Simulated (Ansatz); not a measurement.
# Al2N2H8: a ladder of functionals and wavefunction methods

The task here is to estimate one member of a computed series from the others.

Computed with Ansatz 0.2.0, Gaussian basis. Level: functionals in def2-TZVPP, the program's frozen cores in correlated methods.

Levels to be run: LDA (SPW92), PBE-D4, revPBE-D4, BLYP-D4, r2SCAN-D4, B97M-V, PBE0-D4, B3LYP-D4, r2SCANh-D4, r2SCAN0-D4, HSE06-D4, BHLYP-D4, CAM-B3LYP-D4, LC-ωPBE, ωB97X-V, ωB97M-V, B2PLYP, PBE-QIDH; CCSD(T)/def2-SVP; CCSD(T)/def2-TZVPP; MP2/def2-QZVPP; extrapolation to the limit; RPA on PBE.

## The relaxed structure

All runs share one geometry, relaxed beforehand with PBE0-D4 in a triple-zeta def2 set.

SMILES `[NH2+]1[AlH2-][NH2+][AlH2-]1`, 12 atoms, charge 0, spin multiplicity 1.

Atoms are counted from 1 here; the program's logs count them from 0.

Bond lengths: N1–Al2 1.957 Å, N1–Al4 1.957 Å, N1–H5 1.014 Å, N1–H6 1.014 Å, Al2–N3 1.957 Å, Al2–H7 1.592 Å, Al2–H8 1.592 Å, N3–Al4 1.957 Å, N3–H9 1.014 Å, N3–H10 1.014 Å, Al4–H11 1.592 Å, Al4–H12 1.592 Å. Angles: Al2–N1–Al4 92.1°, Al2–N1–H5 114.4°, Al2–N1–H6 114.5°, Al4–N1–H5 114.4°, Al4–N1–H6 114.5°, H5–N1–H6 106.8°, N1–Al2–N3 87.9°, N1–Al2–H7 110.0°, N1–Al2–H8 110.0°, N3–Al2–H7 110.0°, N3–Al2–H8 110.0°, H7–Al2–H8 123.2°, Al2–N3–Al4 92.1°, Al2–N3–H9 114.4°, Al2–N3–H10 114.5°, Al4–N3–H9 114.4°, Al4–N3–H10 114.5°, H9–N3–H10 106.8° and more.

The first run:

Contents of in.yaml:

```yaml
crystal:
  periodic: [false, false, false]
  atoms:
    - {symbol: N, position_ang: [-1.001254, 0.334145, -0.854554]}
    - {symbol: Al, position_ang: [0.951337, 0.336851, -0.982978]}
    - {symbol: N, position_ang: [1.001157, -0.337141, 0.853440]}
    - {symbol: Al, position_ang: [-0.951321, -0.334246, 0.983884]}
    - {symbol: H, position_ang: [-1.463817, -0.282830, -1.512546]}
    - {symbol: H, position_ang: [-1.429865, 1.246934, -0.957743]}
    - {symbol: H, position_ang: [1.492000, 1.833479, -1.028507]}
    - {symbol: H, position_ang: [1.433010, -0.795750, -1.992669]}
    - {symbol: H, position_ang: [1.426634, -1.251825, 0.952948]}
    - {symbol: H, position_ang: [1.466718, 0.275880, 1.512985]}
    - {symbol: H, position_ang: [-1.496526, -1.829018, 1.035661]}
    - {symbol: H, position_ang: [-1.428083, 0.803531, 1.990088]}
basis:
  gaussian: {orbitals: def2-TZVPP}
hamiltonian: {xc: lda}
output: {orbitals: {seedname: orbitals}}
```

Command:

```bash
ansatz run in.yaml --threads 4 --pin off --events-out ev --progress --plain --max-ram 10444MiB
```

Among the steps run: LDA; PBE-D4 (GGA); revPBE-D4 (GGA); BLYP-D4 (GGA); r2SCAN-D4 (meta-GGA); B97M-V (meta-GGA); B3LYP-D4 (hybrid); r2SCANh-D4 (hybrid); r2SCAN0-D4 (hybrid); HSE06-D4 (hybrid); BHLYP-D4 (hybrid); CAM-B3LYP-D4 (range-separated); LC-ωPBE (range-separated); ωB97X-V (range-separated); ωB97M-V (range-separated); B2PLYP (double hybrid); PBE-QIDH (double hybrid).

One of the session's tables, all rows but one given; the rest of the session is left out.

It belongs to the step «Orbital energies across the functionals». 

```
  functional  HOMO (eV)  gap (eV)
 LDA (SPW92)          ?         ?
      PBE-D4      -6.69      5.68
   revPBE-D4      -6.66      5.76
     BLYP-D4      -6.61      5.70
   r2SCAN-D4      -7.00      6.49
      B97M-V      -7.11      6.25
     PBE0-D4      -7.96      7.71
    B3LYP-D4      -7.78      7.31
  r2SCANh-D4      -7.46      7.18
  r2SCAN0-D4      -8.16      8.22
    HSE06-D4      -7.55      6.94
    BHLYP-D4      -9.20      9.64
CAM-B3LYP-D4      -9.39      9.97
     LC-ωPBE     -10.79     12.49
     ωB97X-V     -10.45     11.99
     ωB97M-V     -10.22     11.38
```

Q: Estimate the row for LDA (SPW92) from the others.

The run gave: HOMO (eV): -6.71; gap (eV): 5.50. In the column «HOMO (eV)» it lies between r2SCAN-D4 (-7.00) and PBE-D4 (-6.69).
